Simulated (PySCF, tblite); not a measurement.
**C4H13B2NS: geometry, infrared bands and NMR shifts**

Wanted: the infrared bands and NMR shifts of C4H13B2NS (`B[C@@H]1C[S@+](C)[B@H-](C)N1`), by calculation.

Computed with tblite 0.8.0 and PySCF 2.14.0, with density-fitted response routines of our own, on a single molecule in the gas phase. Atoms are numbered from 0 throughout.

### Step 1. The molecule as given

21 atoms, charge 0, multiplicity 1; geometry from: force field or distance geometry start.

Bonds of the start (Å): B0–C1 1.61, C1–C2 1.49, C2–S3 1.81, S3–C4 1.77, S3–B5 1.87, B5–C6 1.60, B5–N7 1.50, N7–C1 1.38, B0–H8 1.19, B0–H9 1.18, C1–H10 1.11, C2–H11 1.11, C2–H12 1.11, C4–H13 1.12, C4–H14 1.10, C4–H15 1.11, B5–H16 1.17, C6–H17 1.13, C6–H18 1.12, C6–H19 1.09, N7–H20 1.04.

### Step 2. Relaxing the molecule with GFN2-xTB

The job: settings as JSON, then the geometry in Å.

```
{"job": {"kind": "relax", "xc": "GFN2-xTB", "basis": "xTB"}, "charge": 0, "multiplicity": 1}
B      2.624200    -1.003800     0.009000
C      1.518400     0.014500    -0.576000
C      1.053900     0.848800     0.564700
S     -0.516000     1.414600    -0.131500
C     -1.695900     1.824100     1.116200
B     -0.871600    -0.234200    -0.944700
C     -1.551500    -1.253200     0.085500
N      0.523800    -0.741900    -1.166000
H      2.309000    -2.095500     0.372900
H      3.766300    -0.795400    -0.181300
H      2.049200     0.662600    -1.303600
H      1.748500     1.701700     0.704000
H      0.883800     0.273400     1.497500
H     -1.904500     2.921400     1.047900
H     -1.354600     1.649900     2.142000
H     -2.685200     1.331900     0.979000
H     -1.534600    -0.104300    -1.902500
H     -1.072000    -2.249400    -0.124600
H     -1.282100    -1.002500     1.141000
H     -2.625500    -1.369100    -0.072300
H      0.607700    -1.776500    -1.102700
```

Command:

```sh
$ OMP_NUM_THREADS=1 python probes_run.py task.json out
```

The driver reads the jobs from task.json and runs them one after another.

**Question.** This job is followed by: GFN2-xTB harmonic vibrations, gas phase; GIAO PBE0/pcSseg-1 NMR shielding, non-relativistic, gas phase. Predict these results of the whole session: strongest single infrared mode (GFN2-xTB); zero-point energy (GFN2-xTB); ¹³C shifts against TMS (PBE0/pcSseg-1); ¹H shifts against TMS (PBE0/pcSseg-1); ¹¹B shifts against BF3·OEt2 (PBE0/pcSseg-1); ³³S shifts against CS2 (PBE0/pcSseg-1); ¹⁵N shifts against NH3 (PBE0/pcSseg-1).

**Answer**, as computed:

| quantity | value |
| --- | --- |
| strongest single infrared mode (GFN2-xTB) | 2548 cm⁻¹, 271 km/mol |
| zero-point energy (GFN2-xTB) | 108.7 kcal/mol |
| ¹³C shifts against TMS (PBE0/pcSseg-1) | 56.3, 41.2, 22.7, 2.9 ppm |
| ¹H shifts against TMS (PBE0/pcSseg-1) | 3.79, 3.66, 2.44, 2.28, 2.10, 2.10, 1.95, 1.76, 1.64, 1.64, 0.25, 0.04, -0.45 ppm |
| ¹¹B shifts against BF3·OEt2 (PBE0/pcSseg-1) | -1.0, -21.8 ppm |
| ³³S shifts against CS2 (PBE0/pcSseg-1) | 41 ppm |
| ¹⁵N shifts against NH3 (PBE0/pcSseg-1) | 46.1 ppm |

**Reading.** Over 142 steps the energy fell by 2.286 eV; of the close pairs, B0–N7 changed most, 2.421 to 1.569 Å. All 57 modes are real, so the xTB geometry is a minimum. The strongest single mode, at 2548 cm⁻¹, moves mainly H9. Unscaled tight-binding wavenumbers are off by several per cent, some by more. Its intensities can rank the bands wrongly. The structure rearranged or came apart on optimisation; the results belong to the end geometry, not to the formula as drawn. Shifts at one fixed geometry are not the observed spectrum, which averages over the motion. At PBE0/pcSseg-1: The largest span, 429 ppm, is at S3, where the paramagnetic term is -597 ppm.
